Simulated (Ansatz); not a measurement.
# AsH2O (charge -1): inversion of the pyramid at As2

All numbers below are computed with Ansatz 0.2.0 (RKS PBE-D4/def2-TZVP).

### 1 The starting structure

Bond lengths: O1–As2 1.646 Å, As2–H3 1.612 Å, As2–H4 1.613 Å. Angles: O1–As2–H3 105.0°, O1–As2–H4 105.1°, H3–As2–H4 83.8°.

As a file:

```xyz
4

O    -1.2239    0.2132    0.9260
As    0.3070   -0.1901    0.4760
H     0.1344   -1.0205   -0.8951
H     0.7824    0.9973   -0.5069
```

### 2 End point A

File input.yaml:

```yaml
crystal:
  periodic: [false, false, false]
  atoms:
    - { symbol: O, position_ang: [-1.22387, 0.21325, 0.92597] }
    - { symbol: As, position_ang: [0.30705, -0.1901, 0.476] }
    - { symbol: H, position_ang: [0.13442, -1.0205, -0.89505] }
    - { symbol: H, position_ang: [0.7824, 0.99735, -0.50691] }
total_charge: -1
basis:
  gaussian: { orbitals: def2-TZVP }
hamiltonian:
  xc: pbe
  dispersion: d4
relax:
  f_tol: 0.015
  max_steps: 40
```

On the command line:

```bash
ansatz run input.yaml --threads 1 --pin off --max-ram 2048MiB --backend cpu --events-out ev --progress --plain --runs-dir out
```

What time and memory should one allow on 1 thread of an Arm CPU, shared host?

About 8.2 s, with a peak of 0.12 GiB.
